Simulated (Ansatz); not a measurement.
Molecular dynamics of TlCuAs₂PbS₅

input.yaml

```yaml
accuracy: low
crystal:
  lattice:
    - [8.02616, 0.0, 0.0]
    - [3.568853, 7.361638, 0.0]
    - [2.567685, 2.937149, 8.247336]
  atoms:
    - { symbol: Tl, position: [0.805356, 0.153214, 0.625649] }
    - { symbol: Tl, position: [0.194644, 0.846786, 0.374351] }
    - { symbol: Cu, position: [0.381504, 0.250012, 0.406236] }
    - { symbol: Cu, position: [0.618496, 0.749988, 0.593764] }
    - { symbol: As, position: [0.59541, 0.040276, 0.141438] }
    - { symbol: As, position: [0.40459, 0.959724, 0.858562] }
    - { symbol: As, position: [0.953079, 0.622808, 0.313085] }
    - { symbol: As, position: [0.046921, 0.377192, 0.686915] }
    - { symbol: Pb, position: [0.745153, 0.458822, 0.094086] }
    - { symbol: Pb, position: [0.254847, 0.541178, 0.905914] }
    - { symbol: S, position: [0.866936, 0.810391, 0.055125] }
    - { symbol: S, position: [0.133064, 0.189609, 0.944875] }
    - { symbol: S, position: [0.682466, 0.086269, 0.332227] }
    - { symbol: S, position: [0.317534, 0.913731, 0.667773] }
    - { symbol: S, position: [0.370034, 0.705041, 0.080335] }
    - { symbol: S, position: [0.629966, 0.294959, 0.919665] }
    - { symbol: S, position: [0.67817, 0.580791, 0.426651] }
    - { symbol: S, position: [0.32183, 0.419209, 0.573349] }
    - { symbol: S, position: [0.854503, 0.654799, 0.740635] }
    - { symbol: S, position: [0.145497, 0.345201, 0.259365] }
basis:
  ecutwfc: 420.0
kpoints:
  mp_grid: { grid: [1, 1, 1] }
hamiltonian:
  xc: lda
scf:
  occupations: { method: fermi_dirac, width: 0.05 }
  lower_state_search: "off"
md:
  timestep: 2
  n_steps: 400
  ensemble: nvt_langevin
  temperature: 1170.0
  initial_velocities: maxwell_boltzmann
  seed: 443051
  friction: 0.05
```

Launched with:

```bash
$ ansatz run input.yaml --threads 1 --pin off --max-ram 3072MiB --backend cpu --events-out ev --progress --plain --runs-dir out
```

It starts from an unrelaxed structure (largest force component 0.68 eV/Å).

Output, in part (step lines):

```
md step     0: t =     0.00 fs  T =  1111.5 K  F+E_penalty+E_count = -86404.43925008 eV  E_kin = 2.873450 eV  (11 SCF iters)
md step     1: t =     2.00 fs  T =  1022.8 K  F+E_penalty+E_count = -86404.40608491 eV  E_kin = 2.644199 eV  (10 SCF iters)
md step     2: t =     4.00 fs  T =  1024.6 K  F+E_penalty+E_count = -86404.35233601 eV  E_kin = 2.648749 eV  (10 SCF iters)
md step     3: t =     6.00 fs  T =   877.9 K  F+E_penalty+E_count = -86404.29435922 eV  E_kin = 2.269609 eV  (9 SCF iters)
md step     4: t =     8.00 fs  T =  1054.2 K  F+E_penalty+E_count = -86404.23646086 eV  E_kin = 2.725277 eV  (9 SCF iters)
md step     5: t =    10.00 fs  T =  1013.6 K  F+E_penalty+E_count = -86404.17746673 eV  E_kin = 2.620430 eV  (6 SCF iters)
md step     6: t =    12.00 fs  T =   912.5 K  F+E_penalty+E_count = -86404.12232401 eV  E_kin = 2.358971 eV  (7 SCF iters)
md step     7: t =    14.00 fs  T =   833.0 K  F+E_penalty+E_count = -86404.07810594 eV  E_kin = 2.153388 eV  (8 SCF iters)
[... lines left out ...]
md step   400: t =   800.00 fs  T =  1465.5 K  F+E_penalty+E_count = -86401.86815642 eV  E_kin = 3.788728 eV  (10 SCF iters)
```

The steps, from the saved trajectory:

| time (fs) | T (K) | potential energy less start (eV) |
| --- | --- | --- |
| 0.0 | 1112 | 0.000 |
| 26.0 | 785 | 0.684 |
| 52.0 | 882 | 1.130 |
| 78.0 | 872 | 1.517 |
| 104.0 | 1396 | 1.377 |
| 130.0 | 1125 | 1.449 |
| 156.0 | 1520 | 1.331 |
| 182.0 | 1191 | 1.311 |
| 208.0 | 935 | 1.574 |
| 234.0 | 943 | 0.885 |
| 260.0 | 1250 | 1.220 |
| 286.0 | 1207 | 0.955 |
| 312.0 | 908 | 1.462 |
| 338.0 | 1231 | 1.277 |
| 364.0 | 1150 | 2.196 |
| 390.0 | 1297 | 1.235 |
| 416.0 | 888 | 1.698 |
| 442.0 | 909 | 2.542 |
| 468.0 | 1347 | 2.288 |
| 494.0 | 1990 | 2.267 |
| 520.0 | 1045 | 2.251 |
| 546.0 | 1003 | 1.929 |
| 572.0 | 1243 | 1.915 |
| 598.0 | 863 | 2.190 |
| 624.0 | 1028 | 2.155 |
| 650.0 | 1253 | 2.299 |
| 676.0 | 1080 | 2.607 |
| 702.0 | 1318 | 2.339 |
| 728.0 | 933 | 1.869 |
| 754.0 | 1406 | 1.978 |
| 780.0 | 1378 | 2.571 |

All steps were run. A run of 0.8 ps of so small a system gives no equilibrium averages. Limits of this set-up: coarse k mesh, low accuracy level.

Mean squared displacements from the first frame to the last, about the centre of mass: Tl 0.35 Å², Cu 0.19 Å², As 0.20 Å², Pb 0.17 Å², S 0.25 Å².

Last frame:

```xyz
20
Lattice="8.0262 0.0000 0.0000 3.5689 7.3616 0.0000 2.5677 2.9371 8.2473" Properties=species:S:1:pos:R:3
Tl 8.617 3.672 5.919
Tl 5.468 7.353 3.214
Cu 4.650 3.163 3.091
Cu 9.152 7.646 4.742
As 4.951 0.947 1.411
As 9.077 9.434 7.082
As 10.005 5.626 2.500
As 3.571 4.757 6.090
Pb 7.755 4.101 0.801
Pb 6.263 6.377 7.419
S 9.375 6.459 0.352
S 4.328 4.271 8.040
S 6.234 1.567 3.093
S 7.147 8.290 5.837
S 5.649 5.722 0.750
S 8.449 5.347 8.368
S 7.852 5.201 3.583
S 5.359 4.736 4.820
S 10.713 7.067 6.427
S 3.086 3.663 1.967
```

The run took 21 min on 1 thread of Arm Neoverse V2 (shared host), peak memory 0.67 GiB.
